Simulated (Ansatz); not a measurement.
Crystal: NiMoIrPdW.

```xyz
5
Lattice="-1.3700 1.3700 9.7165 1.3700 -1.3700 9.7165 1.3700 1.3700 -9.7165" Properties=species:S:1:pos:R:3 pbc="T T T"
Ni    0.0000    0.0000    3.8598
Mo    0.0000    0.0000   11.8389
Pd    0.0000    0.0000   15.4123
Ir    0.0000    0.0000    7.7623
W     0.0000    0.0000   19.3484
```

The cell was built by a generator and needn't be a form met in nature.

```yaml
Program: Ansatz 0.2.0
Task: relaxation of cell and atoms
Functional: r2SCAN
Dispersion: rVV10
Potentials_or_basis: Ansatz PAW
Cutoff: "500 eV (not typed: the program's choice for these potentials)"
k_mesh: 10 × 10 × 10
Occupations: fermi-dirac, width 0.05 eV
Spin: collinear spin, ferromagnetic start
Starting_moments: "[1.0, 1.0, 0.0, 0.6, 0.0] μB"
```

At the start: volume 14.59 Å³/atom.

**Question.** Where does the relaxation end?

**Answer.** It ends after 6 steps and the volume is 14.14 Å³/atom (-3.1 %); space group I4mm (No. 107, to 0.05 Å); moment 0.00 μB per cell.

The path:
| step | energy change (eV) | largest force (eV/Å) | volume (Å³) |
| --- | --- | --- | --- |
| 1 | 0.0000 | 0.2655 | 72.95 |
| 2 | -0.0599 | 0.0600 | 70.97 |
| 3 | -0.0613 | 0.0301 | 70.71 |
| 4 | -0.0614 | 0.0194 | 70.71 |
| 5 | -0.0614 | 0.0088 | 70.71 |
| 6 | -0.0595 | 0.0089 | 70.71 |

Final structure:
```cif
data_structure
_symmetry_space_group_name_H-M 'P 1'
_symmetry_Int_Tables_number 1
_cell_length_a 9.8406
_cell_length_b 9.8406
_cell_length_c 9.8406
_cell_angle_alpha 164.192
_cell_angle_beta 164.192
_cell_angle_gamma 22.428
_cell_volume 70.71
loop_
_atom_site_label
_atom_site_type_symbol
_atom_site_fract_x
_atom_site_fract_y
_atom_site_fract_z
_atom_site_occupancy
Ni1 Ni 0.19926 0.19926 0.00000 1
Mo1 Mo 0.61001 0.61001 0.00000 1
Pd1 Pd 0.79274 0.79274 0.00000 1
Ir1 Ir 0.39856 0.39856 0.00000 1
W1 W 0.99546 0.99546 0.00000 1
```

Caveat: the magnetic or orbital state may not be the lowest; the plane-wave basis is chosen anew once the cell has moved, so the energies of steps on either side of that aren't comparable; the PAW data sets come from PBE, with cores solved anew for the run's functional, which leaves a small shift of forces and pressure; the starting moments weren't kept.
